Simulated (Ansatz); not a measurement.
# Ga4SbP3: the cell at several levels of theory

Cell and atoms of Ga4SbP3, ordered on the wurtzite lattice (Pm) with 8 atoms a cell are relaxed in turn with PBE and r2SCAN. This is a trial cell built on a prototype, not taken from a measured structure, and it needn't be the compound's ground state.

Program: Ansatz 0.2.0. PAW datasets, plane waves, zero pressure. Simulation only: spin-unpolarised, and no claim that this is the phase found in nature.

**1. The cell**

This is the cell as the run starts from it, not yet at rest; its lengths are not the crystal's.

The symmetry is Pm (No. 6, monoclinic); a = 6.237 Å, b = 3.819 Å, c = 6.616 Å, β = 90.0° in the conventional setting, 19.70 Å³ an atom. Near P stand 4 Ga at 2.34 Å; near Sb stand 4 Ga at 2.34 Å; near Ga stand 3 P at 2.34 Å and 1 Sb at 2.34 Å.

As a file:

```cif
data_structure
_symmetry_space_group_name_H-M 'P 1'
_symmetry_Int_Tables_number 1
_cell_length_a 6.2372
_cell_length_b 3.8195
_cell_length_c 6.6155
_cell_angle_alpha 90.000
_cell_angle_beta 90.000
_cell_angle_gamma 90.000
_cell_volume 157.60
loop_
_atom_site_label
_atom_site_type_symbol
_atom_site_fract_x
_atom_site_fract_y
_atom_site_fract_z
_atom_site_occupancy
P1 P 0.00000 0.00000 0.33333 1
P2 P 0.00000 0.50000 0.83333 1
P3 P 0.50000 0.50000 0.16667 1
Sb1 Sb 0.50000 0.00000 0.66667 1
Ga1 Ga 0.37500 0.00000 0.33333 1
Ga2 Ga 0.37500 0.50000 0.83333 1
Ga3 Ga 0.87500 0.50000 0.16667 1
Ga4 Ga 0.87500 0.00000 0.66667 1
```

**2. Relaxation with PBE**

The input, input.yaml:

```yaml
crystal:
  lattice:
    - [6.2372261182, 0.0, 0.0]
    - [0.0, 3.8194893559, 0.0]
    - [0.0, 0.0, 6.6155496234]
  atoms:
    - { symbol: P, position: [0.0, 0.0, 0.3333333333] }
    - { symbol: P, position: [0.0, 0.5, 0.8333333333] }
    - { symbol: P, position: [0.5, 0.5, 0.1666666667] }
    - { symbol: Sb, position: [0.5, 0.0, 0.6666666667] }
    - { symbol: Ga, position: [0.375, 0.0, 0.3333333333] }
    - { symbol: Ga, position: [0.375, 0.5, 0.8333333333] }
    - { symbol: Ga, position: [0.875, 0.5, 0.1666666667] }
    - { symbol: Ga, position: [0.875, 0.0, 0.6666666667] }
kpoints:
  mp_grid: { grid: [4, 6, 4] }
hamiltonian:
  xc: pbe
scf:
  occupations: { method: fermi_dirac, width: 0.02 }
relax:
  f_tol: 0.005
  cell: {}
```

Started as:

```
$ ansatz run input.yaml --threads 4 --pin off --max-ram 6451MiB --backend cpu --events-out ev --progress --plain --runs-dir out
```

After this run come: r2SCAN: cell and atoms.

What does the calculation give? Wanted: for each run, a; b; c; β; volume; space group; SCF geometries.

**Answer**, as computed:

```
 level  a (Å)  b (Å)  c (Å)   β (°)  volume (Å³/atom)  space group  SCF geometries
   PBE  6.597  4.002  6.949  90.027            22.935           Pm               8
r2SCAN  6.535  3.960  6.865  90.041            22.207           Pm               5
```

**Reading.** The first relaxation changed the volume by +16.4 % from the start. r2SCAN gives the smallest cell and PBE the largest; they differ by 3.3 % in volume, a mean of 1.1 % in length.
